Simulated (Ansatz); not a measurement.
# r2SCAN0/def2-SVP run of GaHCl2O (SMILES [OH][Ga]([Cl])[Cl])

Aim: the electronic atomisation energy of GaHCl2O at r2SCAN0/def2-SVP, from 5 runs. 

Program for the calculation: Ansatz 0.2.0.

79 further runs of the same task are left out: 79 set aside as unsound or not needed. Runs told in other sessions of the task aren't counted.

**1. The system as given**

GaHCl2O: 5 atoms, total charge 0, spin state singlet. SMILES: `[OH][Ga]([Cl])[Cl]`. The shape is that of a PBE0-D4/def2-TZVP optimisation.

Bond lengths: O1–Ga2 1.765 Å, Ga2–Cl3 2.109 Å, Ga2–Cl4 2.123 Å, O1–H5 0.961 Å. Angles: O1–Ga2–Cl3 118.8°, O1–Ga2–Cl4 120.6°, Cl3–Ga2–Cl4 120.6°, Ga2–O1–H5 112.9°.

**2. The energy at r2SCAN0/def2-SVP**

in.yaml

```yaml
crystal:
  periodic: [false, false, false]
  atoms:
    - {symbol: O, position_ang: [0.254500, 1.354600, 0.245900]}
    - {symbol: Ga, position_ang: [0.118500, -0.394500, 0.056800]}
    - {symbol: Cl, position_ang: [1.500000, -1.634900, 1.057700]}
    - {symbol: Cl, position_ang: [-1.407900, -1.236300, -1.155800]}
    - {symbol: H, position_ang: [-0.415200, 1.837400, -0.246000]}
basis:
  gaussian: {orbitals: def2-SVP}
hamiltonian: {xc: {name: r2SCAN0}}
accuracy: high
output: {orbitals: {seedname: orbitals}}
```

Launch:

```bash
$ ansatz run in.yaml --threads 1 --pin off --max-ram 3480MiB --events-out events.jsonl --progress --plain --runs-dir runs
```

Standard output:

```text
Warning: RAYON_NUM_THREADS=1 ignored (pool sized by the plan → 1); use --threads N
Functional definition: r2SCAN0
  name "r2SCAN0"
  parameter a = 0.25
  parameter k0 = 0.174
  parameter k1 = 0.065
  parameter a1 = 4.9479
  exchange = (1 - a)*r2scan_x(k0 = k0, k1 = k1, a1 = a1) + a*exact_x
  correlation = r2scan_c
1675 factors; integrals over basis functions are off by at most 6.0e-9 eV
mean field evaluation 1: about -79465.6743 eV, gradient 5.1e1 eV
mean field evaluation 2: about -79450.6713 eV, gradient 1.0e2 eV
mean field evaluation 4: about -79470.3040 eV, gradient 4.9e0 eV
mean field evaluation 8: about -79470.4342 eV, gradient 3.7e-1 eV
mean field evaluation 16: about -79470.4345 eV, gradient 5.5e-5 eV
mean field -79470.43446062 eV, -2920.4845994327 hartree, gradient 2.6e-8 eV, S^2 0.000000; 0 other end points of the search recorded, 0 dependent functions left out
reference -79470.43446125 eV, -2920.4845994557 hartree; 37, 37 occupied and 50, 50 virtual orbitals, 1675 factors
Total energy: -79470.43446125 eV, -2920.4845994557 hartree
```

It took 16 s on 1 thread of Arm Neoverse V2, shared host; peak memory 0.36 GiB.

**3. The Cl atom, same level**

molecule.yaml

```yaml
crystal:
  periodic: [false, false, false]
  atoms:
    - {symbol: Cl, position_ang: [0.000000, 0.000000, 0.000000]}
basis:
  gaussian:
    orbitals: def2-SVP
accuracy: high
hamiltonian:
  xc: {name: r2SCAN0}
magnetization:
  spin_polarized: true
  initial_magnetization: 1
```

Run the same way, it converges to -459.96005 Eh (log not shown).

**4. The Ga atom at the same level**

molecule.yaml

```yaml
crystal:
  periodic: [false, false, false]
  atoms:
    - {symbol: Ga, position_ang: [0.000000, 0.000000, 0.000000]}
basis:
  gaussian:
    orbitals: def2-SVP
magnetization:
  spin_polarized: true
  initial_magnetization: 1
hamiltonian:
  xc: {name: r2SCAN0}
accuracy: high
```

Launch:

```bash
$ ansatz run molecule.yaml --threads 1 --pin off --max-ram 3480MiB --events-out events.jsonl --progress --plain --runs-dir runs
```

Standard output (excerpt; [...] marks lines left out):

```text
Warning: RAYON_NUM_THREADS=1 ignored (pool sized by the plan → 1); use --threads N
[... 8 set-up lines as earlier in the session ...]
315 factors; integrals over basis functions are off by at most 3.9e-9 eV
mean field evaluation 1: about -52368.8122 eV, gradient 4.8e0 eV
mean field evaluation 2: about -52368.8527 eV, gradient 4.8e0 eV
mean field evaluation 4: about -52368.8973 eV, gradient 4.5e-2 eV
mean field evaluation 8: about -52368.8960 eV, gradient 7.1e-4 eV
mean field evaluation 16: about -52368.8960 eV, gradient 1.1e-6 eV
mean field -52368.89597882 eV, -1924.5214303092 hartree, gradient 5.3e-9 eV, S^2 0.755273; 0 other end points of the search recorded, 0 dependent functions left out
reference -52368.89598211 eV, -1924.5214304299 hartree; 16, 15 occupied and 16, 17 virtual orbitals, 315 factors
Total energy: -52368.89598211 eV, -1924.5214304299 hartree
```

It took 3.9 s on 1 thread of Arm Neoverse V2, shared host; peak memory 0.14 GiB.

**5. The H atom, same level**

in.yaml

```yaml
basis:
  gaussian:
    orbitals: def2-SVP
crystal:
  periodic: [false, false, false]
  atoms:
    - {symbol: H, position_ang: [0.000000, 0.000000, 0.000000]}
total_charge: 0
magnetization:
  spin_polarized: true
  initial_magnetization: 1
hamiltonian:
  xc: {name: r2SCAN0}
accuracy: high
```

Run the same way, it converges to -0.49923 Eh (log not shown).

**6. The O atom at the same level**

job.yaml

```yaml
basis:
  gaussian: {orbitals: def2-SVP}
crystal:
  periodic: [false, false, false]
  atoms:
    - {symbol: O, position_ang: [0.000000, 0.000000, 0.000000]}
hamiltonian: {xc: {name: r2SCAN0}}
accuracy: high
magnetization: {spin_polarized: true, initial_magnetization: 2}
```

Run the same way, it converges to -74.96183 Eh (log not shown).

**7. Results**

Level: r2SCAN0/def2-SVP.

| quantity | value |
| --- | --- |
| molecule: total energy | -2920.48460 Eh |
| molecule: HOMO energy | -9.52 eV |
| molecule: LUMO energy | -1.21 eV |
| molecule: HOMO–LUMO gap | 8.32 eV |
| Cl atom: total energy | -459.96005 Eh |
| Cl atom: ⟨S²⟩ | 0.753 |
| Ga atom: total energy | -1924.52143 Eh |
| Ga atom: ⟨S²⟩ | 0.755 |
| H atom: total energy | -0.49923 Eh |
| H atom: ⟨S²⟩ | 0.750 |
| O atom: total energy | -74.96183 Eh |
| O atom: ⟨S²⟩ | 2.004 |
| electronic atomisation energy | 15.837 eV |

In words: Taking the molecule apart into free atoms costs 15.84 eV (1528 kJ/mol), before zero-point energy and without spin-orbit coupling.
